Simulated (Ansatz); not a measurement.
# doublet [AlSiH3Cl2]+: levels of theory compared

Wanted: a comparison of 4 runs (UB3LYP/6-31G*, UBHLYP/def2-SVP, UCAM-B3LYP/def2-SVP, UPBE0/def2-SVP) of doublet [AlSiH3Cl2]+. 

Program for the calculation: Ansatz 0.2.0.

45 further runs of the same task are left out: 45 set aside as unsound or not needed. Runs told in other sessions of the task aren't counted.

## 1. The molecule

The species is [AlSiH3Cl2]+ (7 atoms), meant as a doublet with charge +1. As SMILES of the parent species, `[SiH3][Al]([Cl])[Cl]`. Geometry: relaxed at PBE0-D4/def2-TZVP. That shape belongs to the parent species and isn't relaxed for this state.

Bond lengths: Si1–Al2 2.433 Å, Al2–Cl3 2.091 Å, Al2–Cl4 2.091 Å, Si1–H5 1.486 Å, Si1–H6 1.488 Å, Si1–H7 1.488 Å. Angles: Si1–Al2–Cl3 120.8°, Si1–Al2–Cl4 122.3°, Cl3–Al2–Cl4 117.0°, Al2–Si1–H5 111.1°, Al2–Si1–H6 109.7°, Al2–Si1–H7 109.5°, H5–Si1–H6 109.1°, H5–Si1–H7 109.0°, H6–Si1–H7 108.3°.

## 2. A single-point energy at UB3LYP/6-31G(d) (Cartesian functions) (run 1)

Contents of molecule.yaml:

```yaml
crystal:
  periodic: [false, false, false]
  atoms:
    - {symbol: Si, position_ang: [-0.434800, 0.999700, -0.278300]}
    - {symbol: Al, position_ang: [0.497800, -1.172400, 0.296300]}
    - {symbol: Cl, position_ang: [2.290200, -1.318600, 1.363300]}
    - {symbol: Cl, position_ang: [-0.432100, -2.964700, -0.245300]}
    - {symbol: H, position_ang: [-1.709600, 0.853800, -1.028500]}
    - {symbol: H, position_ang: [-0.687900, 1.781100, 0.962600]}
    - {symbol: H, position_ang: [0.537600, 1.753200, -1.115800]}
basis:
  gaussian:
    orbitals: "6-31G*"
accuracy: high
hamiltonian:
  xc: {name: B3LYP}
magnetization:
  spin_polarized: true
  initial_magnetization: 1
output: {orbitals: {seedname: orbitals}}
total_charge: 1
```

Run with:

```console
$ ansatz run molecule.yaml --threads 1 --pin off --max-ram 2610MiB --events-out events.jsonl --progress --plain --runs-dir runs
```

Log:

```text
Warning: RAYON_NUM_THREADS=1 ignored (pool sized by the plan → 1); use --threads N
Functional definition: B3LYP
  name "B3LYP"
  parameter a0 = 0.2
  parameter ax = 0.72
  parameter ac = 0.81
  exchange = (1 - a0 - ax)*slater_x + ax*b88_x + a0*exact_x
  correlation = (1 - ac)*vwn_rpa_c + ac*lyp_c
1660 factors; integrals over basis functions are off by at most 1.3e-8 eV
mean field evaluation 1: about -39558.8425 eV, gradient 2.3e1 eV
mean field evaluation 2: about -39548.9983 eV, gradient 4.4e1 eV
mean field evaluation 4: about -39562.2072 eV, gradient 1.7e0 eV
mean field evaluation 8: about -39562.3292 eV, gradient 2.9e-1 eV
mean field evaluation 16: about -39562.3300 eV, gradient 5.2e-4 eV
mean field evaluation 32: about -39560.1598 eV, gradient 1.0e1 eV
mean field -39562.33004909 eV, -1453.8888129936 hartree, gradient 8.3e-8 eV, S^2 0.754195; 6 other end points of the search recorded, 0 dependent functions left out
reference -39562.33009302 eV, -1453.8888146080 hartree; 32, 31 occupied and 50, 51 virtual orbitals, 1660 factors
Total energy: -39562.33009302 eV, -1453.8888146080 hartree
```

It took 25 s on 1 thread of Arm Neoverse V2, shared host; peak memory 0.43 GiB.

## 3. A single-point energy at UBHLYP/def2-SVP (run 2)

Contents of molecule.yaml:

```yaml
crystal:
  periodic: [false, false, false]
  atoms:
    - symbol: Si
      position_ang: [-0.434800, 0.999700, -0.278300]
    - symbol: Al
      position_ang: [0.497800, -1.172400, 0.296300]
    - symbol: Cl
      position_ang: [2.290200, -1.318600, 1.363300]
    - symbol: Cl
      position_ang: [-0.432100, -2.964700, -0.245300]
    - symbol: H
      position_ang: [-1.709600, 0.853800, -1.028500]
    - symbol: H
      position_ang: [-0.687900, 1.781100, 0.962600]
    - symbol: H
      position_ang: [0.537600, 1.753200, -1.115800]
basis:
  gaussian: {orbitals: def2-SVP}
accuracy: high
magnetization: {spin_polarized: true, initial_magnetization: 1}
total_charge: 1
output: {orbitals: {seedname: orbitals}}
hamiltonian: {xc: {name: BHLYP}}
```

Run with:

```console
$ ansatz run molecule.yaml --threads 1 --pin off --max-ram 2610MiB --events-out events.jsonl --progress --plain --runs-dir runs
```

Log:

```text
Warning: RAYON_NUM_THREADS=1 ignored (pool sized by the plan → 1); use --threads N
Functional definition: BHLYP
  name "BHLYP"
  parameter a = 0.5
  exchange = (1 - a)*b88_x + a*exact_x
  correlation = lyp_c
1712 factors; integrals over basis functions are off by at most 5.6e-9 eV
mean field evaluation 1: about -39547.3270 eV, gradient 2.0e1 eV
mean field evaluation 2: about -39546.9710 eV, gradient 2.2e1 eV
mean field evaluation 4: about -39549.7471 eV, gradient 5.3e-1 eV
mean field evaluation 8: about -39549.7533 eV, gradient 1.3e-2 eV
mean field evaluation 16: about -39549.7533 eV, gradient 1.0e-4 eV
mean field evaluation 32: about -39549.5660 eV, gradient 1.7e0 eV
mean field -39549.75333135 eV, -1453.4266271414 hartree, gradient 5.9e-8 eV, S^2 0.758516; 2 other end points of the search recorded, 0 dependent functions left out
reference -39549.75336080 eV, -1453.4266282238 hartree; 32, 31 occupied and 55, 56 virtual orbitals, 1712 factors
Total energy: -39549.75336080 eV, -1453.4266282238 hartree
```

Run time: 19 s. Hardware: 1 thread of Arm Neoverse V2, shared host; peak memory 0.46 GiB.

Run 3 isn't shown in full; the table further down has it.

## 4. The energy at UPBE0/def2-SVP (run 4)

Contents of in.yaml:

```yaml
crystal:
  periodic: [false, false, false]
  atoms:
    - {symbol: Si, position_ang: [-0.434800, 0.999700, -0.278300]}
    - {symbol: Al, position_ang: [0.497800, -1.172400, 0.296300]}
    - {symbol: Cl, position_ang: [2.290200, -1.318600, 1.363300]}
    - {symbol: Cl, position_ang: [-0.432100, -2.964700, -0.245300]}
    - {symbol: H, position_ang: [-1.709600, 0.853800, -1.028500]}
    - {symbol: H, position_ang: [-0.687900, 1.781100, 0.962600]}
    - {symbol: H, position_ang: [0.537600, 1.753200, -1.115800]}
basis:
  gaussian:
    orbitals: def2-SVP
hamiltonian:
  xc: {name: PBE0}
accuracy: high
output:
  orbitals: {seedname: orbitals}
magnetization:
  spin_polarized: true
  initial_magnetization: 1
total_charge: 1
```

Run with:

```console
$ ansatz run in.yaml --threads 1 --pin off --max-ram 2610MiB --events-out events.jsonl --progress --plain --runs-dir runs
```

Log:

```text
Warning: RAYON_NUM_THREADS=1 ignored (pool sized by the plan → 1); use --threads N
Functional definition: PBE0
  name "PBE0"
  parameter a = 0.25
  parameter kappa = 0.804
  parameter beta = 0.06672455060314922
  exchange = (1 - a)*pbe_x(kappa = kappa, mu = beta*pi^2/3) + a*exact_x
  correlation = pbe_c(beta = beta)
1712 factors; integrals over basis functions are off by at most 5.6e-9 eV
mean field evaluation 1: about -39532.4666 eV, gradient 2.0e1 eV
mean field evaluation 2: about -39528.3556 eV, gradient 3.2e1 eV
mean field evaluation 4: about -39534.9381 eV, gradient 9.2e-1 eV
mean field evaluation 8: about -39535.0747 eV, gradient 1.9e-1 eV
mean field evaluation 16: about -39535.0750 eV, gradient 1.8e-3 eV
mean field evaluation 32: about -39535.0750 eV, gradient 1.5e-7 eV
mean field -39535.07503245 eV, -1452.8872096061 hartree, gradient 9.4e-8 eV, S^2 0.755160; 4 other end points of the search recorded, 0 dependent functions left out
reference -39535.07503521 eV, -1452.8872097075 hartree; 32, 31 occupied and 55, 56 virtual orbitals, 1712 factors
Total energy: -39535.07503521 eV, -1452.8872097075 hartree
```

Wall time 25 s (1 thread of Arm Neoverse V2, shared host); peak memory 0.45 GiB.

## 5. The series

| run | level | Cartesian functions | energy (Eh) | HOMO energy (eV) | LUMO energy (eV) | ⟨S²⟩ | wall time |
| --- | --- | --- | --- | --- | --- | --- | --- |
| 1 | UB3LYP/6-31G* (Cartesian functions) | yes | -1453.888815 | -13.94 | -12.36 | 0.754 | 25 s |
| 2 | UBHLYP/def2-SVP | no | -1453.426628 | -15.24 | -11.54 | 0.759 | 19 s |
| 3 | UCAM-B3LYP/def2-SVP | no | -1453.450984 | -15.38 | -11.30 | 0.757 | 26 s |
| 4 | UPBE0/def2-SVP | no | -1452.887210 | -14.20 | -12.23 | 0.755 | 25 s |

## 6. Results

```
                                 quantity           value
                      run 4: total energy  -1452.88721 Eh
run 4: HOMO energy (highest over α and β)       -14.20 eV
 run 4: LUMO energy (lowest over α and β)       -12.23 eV
                              run 4: ⟨S²⟩           0.755
```

**Reading.** Totals of different functionals can't be ranked against each other. All runs together took 94 s, the longest 26 s.
